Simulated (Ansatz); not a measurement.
# H2Sn: the cost of one run

Program: Ansatz 0.2.0, Gaussian basis. Level of theory: PBE0-D4/def2-TZVP structures, single points in def2-TZVPP, no counterpoise correction. These are calculated values, not measurements.

Levels: SPW92, PBE-D4, BLYP-D4, r2SCAN-D4, B97M-V, PBE0-D4, B3LYP-D4, r2SCAN0-D4, BHLYP-D4, CAM-B3LYP-D4, wB97X-V, wB97M-V, B2PLYP, PBE-QIDH, RPA on PBE, Hartree-Fock, MP2, CCSD, CCSD(T).

Cores are frozen in the correlated methods. Filled d shells of the heavier atoms are correlated. Core potentials replace the inner electrons past krypton, and spin-orbit coupling is left out. B3LYP uses VWN-RPA correlation. B2PLYP carries no dispersion term here.

78 further runs of the same task are left out: 78 set aside as unsound or not needed.

## (1) The starting structure

The complex: 8 atoms, charge 0, spin multiplicity 1.

Atoms are counted from 1 here; the program's logs count them from 0.

Bond lengths: Sn1–H4 1.774 Å, Sn1–H5 1.772 Å, C2–H3 1.097 Å, C2–H6 1.093 Å, C2–H7 1.090 Å, C2–H8 1.088 Å. Angles: H4–Sn1–H5 90.6°, H3–C2–H6 112.5°, H3–C2–H7 106.8°, H3–C2–H8 109.6°, H6–C2–H7 107.8°, H6–C2–H8 109.6°, H7–C2–H8 110.4°.

As a file:

```mol
CH6Sn
  3D, bonds by distance, orders not assigned

  8  6  0  0  0  0  0  0  0  0999 V2000
   -1.8166    0.7799    0.3651 Sn  0  0
    1.1482   -0.0454    0.0586 C   0  0
    0.3351   -0.6895    0.4148 H   0  0
   -2.0811   -0.9336    0.7423 H   0  0
   -1.8691    0.4264   -1.3709 H   0  0
    0.7897    0.7671   -0.5783 H   0  0
    1.8077   -0.6723   -0.5413 H   0  0
    1.6863    0.3672    0.9096 H   0  0
  1  4  8  0
  1  5  8  0
  2  3  8  0
  2  6  8  0
  2  7  8  0
  2  8  8  0
M  END
```

Its parts: SnH2 holds atoms 1, 4, 5; CH4 holds atoms 2, 3, 6, 7, 8. Each part counts its atoms afresh in its own runs.

## (2) Relaxing SnH2 alone

File relax-a/in.yaml:

```yaml
crystal:
  periodic: [false, false, false]
  atoms:
    - {symbol: Sn, position_ang: [-1.816617, 0.779911, 0.365124]}
    - {symbol: H, position_ang: [-2.081124, -0.933561, 0.742264]}
    - {symbol: H, position_ang: [-1.869075, 0.426397, -1.370929]}
basis:
  gaussian: {orbitals: def2-TZVP}
hamiltonian: {xc: pbe0, dispersion: d4}
relax: {f_tol: 0.005, max_steps: 200}
```

On the command line:

```bash
ansatz run in.yaml --threads 2 --pin off --events-out ev --progress --plain --max-ram 4352MiB
```

**Question.** How long does this run take on 2 threads of Arm Neoverse V2, shared host?

About 1.8 s.
